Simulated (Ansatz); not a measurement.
# TlCu2S2: properties at the relaxed cell

This session takes TlCu2S2 and sets out to measure the bulk modulus from energies at several volumes.

Computed with Ansatz 0.2.0 (DFT PBEsol, scalar-relativistic, plane waves, PAW, unless a step's input says otherwise).

## Step 1: The starting structure

It takes space group I4/mmm (No. 139, tetragonal). The conventional cell has a = 3.696 Å, b = 3.696 Å, c = 13.394 Å, α = 90.00°, β = 90.00°, γ = 90.00°. Tl (site symmetry 4/mmm) is surrounded by 8 S at 3.26 Å and 4 Tl at 3.70 Å. Cu (site symmetry -4m2) is surrounded by 4 S at 2.32 Å and 4 Cu at 2.61 Å. S (site symmetry 4mm) has 4 Cu at 2.32 Å and 4 Tl at 3.26 Å as nearest neighbours.

As a file:

```cif
data_structure
_symmetry_space_group_name_H-M 'I4/mmm'
_symmetry_Int_Tables_number 139
_cell_length_a 3.6959
_cell_length_b 3.6959
_cell_length_c 13.3935
_cell_angle_alpha 90.000
_cell_angle_beta 90.000
_cell_angle_gamma 90.000
_cell_volume 182.96
loop_
_atom_site_label
_atom_site_type_symbol
_atom_site_symmetry_multiplicity
_atom_site_Wyckoff_symbol
_atom_site_fract_x
_atom_site_fract_y
_atom_site_fract_z
_atom_site_occupancy
Tl1 Tl 2 a 0.00000 0.00000 0.00000 1
Cu1 Cu 4 d 0.00000 0.50000 0.25000 1
S1 S 4 e 0.00000 0.00000 0.35456 1
```

It is the result of an earlier relaxation at this level (volume 18.30 Å³/atom; gap on the mesh: none (metal)).

## Step 2: Volume × 0.97

File input.yaml:

```yaml
crystal:
  lattice:
    - [-1.8293067371, 1.8293067371, 6.6291027165]
    - [1.8293067371, -1.8293067371, 6.6291027165]
    - [1.8293067371, 1.8293067371, -6.6291027165]
  atoms:
    - { symbol: Tl, position: [0.0, 0.0, 0.0] }
    - { symbol: Cu, position: [0.75, 0.25, 0.5] }
    - { symbol: Cu, position: [0.25, 0.75, 0.5] }
    - { symbol: S, position: [0.3545594893, 0.3545594893, 0.0] }
    - { symbol: S, position: [0.6454405107, 0.6454405107, 0.0] }
basis:
  ecutwfc: 420
kpoints:
  mp_grid: { grid: [14, 14, 14] }
hamiltonian:
  xc: pbesol
scf:
  occupations: { method: gaussian, width: 0.1 }
output:
  forces: true
  stress: true
  eigenvalues: true
relax:
  adjacent_minimum: "off"
  f_tol: 0.01
  max_steps: 30
  cell: { stress_tol: 0.1, fix: [volume] }
```

Command:

```
$ ansatz run input.yaml --threads 1 --pin off --max-ram 2560MiB --backend cpu --events-out ev --progress --plain --runs-dir out
```

## Step 3: Volume × 1.03

input.yaml, as its differences from that of step 2:

```diff
@@ -2,5 +2,5 @@
   lattice:
-    - [-1.8293067371, 1.8293067371, 6.6291027165]
-    - [1.8293067371, -1.8293067371, 6.6291027165]
-    - [1.8293067371, 1.8293067371, -6.6291027165]
+    - [-1.8662723881, 1.8662723881, 6.7630600748]
+    - [1.8662723881, -1.8662723881, 6.7630600748]
+    - [1.8662723881, 1.8662723881, -6.7630600748]
   atoms:
```

## Step 4: The cell scaled to 0.94 of its volume

File input.yaml:

```yaml
crystal:
  lattice:
    - [-1.8154424963, 1.8154424963, 6.5225728858]
    - [1.8154424963, -1.8154424963, 6.5225728858]
    - [1.8154424963, 1.8154424963, -6.5225728858]
  atoms:
    - { symbol: Tl, position: [0.0, 0.0, 0.0] }
    - { symbol: Cu, position: [0.75, 0.25, 0.5] }
    - { symbol: Cu, position: [0.25, 0.75, 0.5] }
    - { symbol: S, position: [0.3566198426, 0.3566198426, 0.0] }
    - { symbol: S, position: [0.6433801574, 0.6433801574, 0.0] }
basis:
  ecutwfc: 420
kpoints:
  mp_grid: { grid: [14, 14, 14] }
hamiltonian:
  xc: pbesol
scf:
  occupations: { method: gaussian, width: 0.1 }
output:
  forces: true
  stress: true
  eigenvalues: true
relax:
  adjacent_minimum: "off"
  f_tol: 0.01
  max_steps: 30
  cell: { stress_tol: 0.1, fix: [volume] }
```

## Step 5: Point at V/V0 = 1.06

File input.yaml:

```yaml
crystal:
  lattice:
    - [-1.8798935098, 1.8798935098, 6.8595472191]
    - [1.8798935098, -1.8798935098, 6.8595472191]
    - [1.8798935098, 1.8798935098, -6.8595472191]
  atoms:
    - { symbol: Tl, position: [0.0, 0.0, 0.0] }
    - { symbol: Cu, position: [0.75, 0.25, 0.5] }
    - { symbol: Cu, position: [0.25, 0.75, 0.5] }
    - { symbol: S, position: [0.3524348624, 0.3524348624, 0.0] }
    - { symbol: S, position: [0.6475651376, 0.6475651376, 0.0] }
basis:
  ecutwfc: 420
kpoints:
  mp_grid: { grid: [14, 14, 14] }
hamiltonian:
  xc: pbesol
scf:
  occupations: { method: gaussian, width: 0.1 }
output:
  forces: true
  stress: true
  eigenvalues: true
relax:
  adjacent_minimum: "off"
  f_tol: 0.01
  max_steps: 30
  cell: { stress_tol: 0.1, fix: [volume] }
```

(Steps that only read results are left out.)

Q: Predict the outcome of this session. Wanted: equilibrium volume of the fit; bulk modulus.

**Answer**, as computed:

| quantity | value |
| --- | --- |
| equilibrium volume of the fit | 18.29 Å³/atom |
| bulk modulus | 50 GPa |
| its pressure derivative | 5.7 |

In words: The fit puts the minimum at 18.29 Å³/atom with B = 50 GPa and B' = 5.7. The runs treat Tl without spin-orbit coupling. Spin polarisation is off in the runs that give these values; a magnetic solution could lie lower.
